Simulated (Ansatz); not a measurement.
## a series on the Cu3Au structure: LaBe3, LaMg3, Sr3La: a table of relaxed lattice constants and trends, step by step

With the Python package of Ansatz (0.2.0).

The cells in order, each with its output:

```python
import warnings

import ansatz as az
import numpy as np
```

```python
ECUT = 550
SCF_TOL = 1e-10
K_SPACING = 0.14
FILLING = "fermi_dirac"
WIDTH_EV = 0.05
```

```python
def cu3au(A, B, a):
    return (
        az.Lattice.cubic(a)
        .space_group(221)
        .atom(A, (0, 0, 0))
        .atom(B, (0, 0.5, 0.5))
    )


def ground_state(name, crystal, relax=True):
    calc = (
        crystal.calculation()
        .functional(az.Functional.R2SCAN)
        .basis(ECUT)
        .scf(tolerance=SCF_TOL)
        .kpoints(spacing=K_SPACING)
        .occupations(FILLING, width=WIDTH_EV)
        .stress()
        .band_table()
    )
    if relax:
        calc = calc.relax(force_tolerance=0.01, cell=True)
    return calc.run()

def bulk_modulus(name, outcome, step=0.02):
    # B = -V dP/dV from the pressures of two uniformly scaled cells, atoms held at their fractions
    pressure = []
    for factor in (1 - step, 1.0, 1 + step):
        cell = az.Crystal(lattice=az.Lattice.of(outcome.lattice.cell_ang * factor ** (1 / 3)))
        for site in outcome.report["lattice"]["sites"]:
            cell = cell.atom(site["symbol"], site["position_frac"])
        pressure.append(np.trace(ground_state(name, cell, relax=False).report["stress_gpa"]) / 3)
    slope, bend = (pressure[0] - pressure[2]) / (2 * step), abs(pressure[0] + pressure[2] - 2 * pressure[1])
    # a jump of mesh or basis between the cells shows as a kink: no modulus then
    return float(slope) if bend < 12 * step**2 * abs(slope) + 0.15 and abs(pressure[1]) < 1.5 else float("nan")
```

```python
def volume_per_atom(outcome):
    return abs(np.linalg.det(outcome.lattice.cell_ang)) / len(outcome.lattice.sites)
```

```python
# rough a for each member; the cell is relaxed
warnings.simplefilter("ignore", az.DeckWarning)
```

```python
phases = {}
phases["LaBe3"] = cu3au("La", "Be", 4.2)
phases["LaMg3"] = cu3au("La", "Mg", 4.83)
phases["Sr3La"] = cu3au("La", "Sr", 5.58)
```

```python
done = {name: ground_state(name, crystal) for name, crystal in phases.items()}
```

```python
rows = [(name, float(np.linalg.norm(o.lattice.cell_ang[0])), volume_per_atom(o), bulk_modulus(name, o)) for name, o in done.items()]
print("  compound       a (A)  V (A^3/atom)     B (GPa)")
for row in rows:
    print(f"{str(row[0]):>10}  {row[1]:10.3f}  {row[2]:12.3f}  {row[3]:10.0f}")
```

      compound       a (A)  V (A^3/atom)     B (GPa)
         LaBe3       4.176        18.200          48
         LaMg3       4.835        28.256          34
         Sr3La       5.892        51.133          14

From smallest to largest: LaBe3 (18.20 Å³), LaMg3 (28.26 Å³) and Sr3La (51.13 Å³). The largest is 181 % above the smallest.

What to keep in mind:
- The bulk modulus is taken at fixed shape and positions, an upper value where these are free.
- Pressure is positive in compression.
- The cells are built on a prototype by substitution; a member may or may not take this structure in nature.
- The script silences the warnings on its input, which a real study should read.
- Run time: 9.9 min on 1 thread of Arm Neoverse V1, on a shared host, peak memory 1.1 GiB.
